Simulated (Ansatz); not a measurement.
# CH7BSn: the cost of one run

Program: Ansatz 0.2.0. Level of theory: RKS r2SCAN-D4/def2-SVP. These are calculated values, not measurements.

### 1 The structure to begin with

Bond lengths: C1–B2 1.522 Å, B2–Sn3 2.190 Å, C1–H4 1.072 Å, C1–H5 1.145 Å, C1–H6 1.123 Å, B2–H7 1.175 Å, Sn3–H8 1.817 Å, Sn3–H9 1.798 Å, Sn3–H10 1.756 Å. Angles (14 of 15 angles, heavy atoms first): C1–B2–Sn3 119.4°, C1–B2–H7 121.6°, Sn3–B2–H7 118.9°, B2–C1–H4 111.1°, B2–C1–H5 111.7°, B2–C1–H6 114.7°, B2–Sn3–H8 109.8°, B2–Sn3–H9 111.0°, B2–Sn3–H10 111.3°, H4–C1–H5 104.6°, H4–C1–H6 107.1°, H5–C1–H6 107.1°, H8–Sn3–H9 107.5°, H8–Sn3–H10 109.0°.

Structure file:

```xyz
10

C    -1.0861    0.9369   -0.6813
B    -0.2025   -0.3004   -0.7542
Sn    1.0896   -0.8011    0.9422
H    -2.1197    0.6795   -0.7995
H    -0.8692    1.6631   -1.5398
H    -0.9988    1.5209    0.2745
H    -0.1772   -0.9842   -1.7088
H     2.8280   -0.7877    0.4151
H     0.9168    0.4076    2.2620
H     0.7022   -2.3857    1.5927
```

### 2 End point A

Input file input.yaml:

```yaml
crystal:
  periodic: [false, false, false]
  atoms:
    - { symbol: C, position_ang: [-1.0861, 0.9369, -0.6813] }
    - { symbol: B, position_ang: [-0.2025, -0.3004, -0.7542] }
    - { symbol: Sn, position_ang: [1.0896, -0.8011, 0.9422] }
    - { symbol: H, position_ang: [-2.1197, 0.6795, -0.7995] }
    - { symbol: H, position_ang: [-0.8692, 1.6631, -1.5398] }
    - { symbol: H, position_ang: [-0.9988, 1.5209, 0.2745] }
    - { symbol: H, position_ang: [-0.1772, -0.9842, -1.7088] }
    - { symbol: H, position_ang: [2.828, -0.7877, 0.4151] }
    - { symbol: H, position_ang: [0.9168, 0.4076, 2.262] }
    - { symbol: H, position_ang: [0.7022, -2.3857, 1.5927] }
basis:
  gaussian: { orbitals: def2-SVP }
hamiltonian:
  xc: r2scan
  dispersion: d4
relax:
  f_tol: 0.02
  max_steps: 50
output:
  orbitals: {}
```

Command:

```sh
> ansatz run input.yaml --threads 2 --pin off --max-ram 3072MiB --backend cpu --events-out ev --progress --plain --runs-dir out
```

Q: Estimate wall time and peak memory on 2 threads of Intel Xeon Platinum 8488C (Sapphire Rapids), shared host.

About 29 s, with a peak of 0.16 GiB.
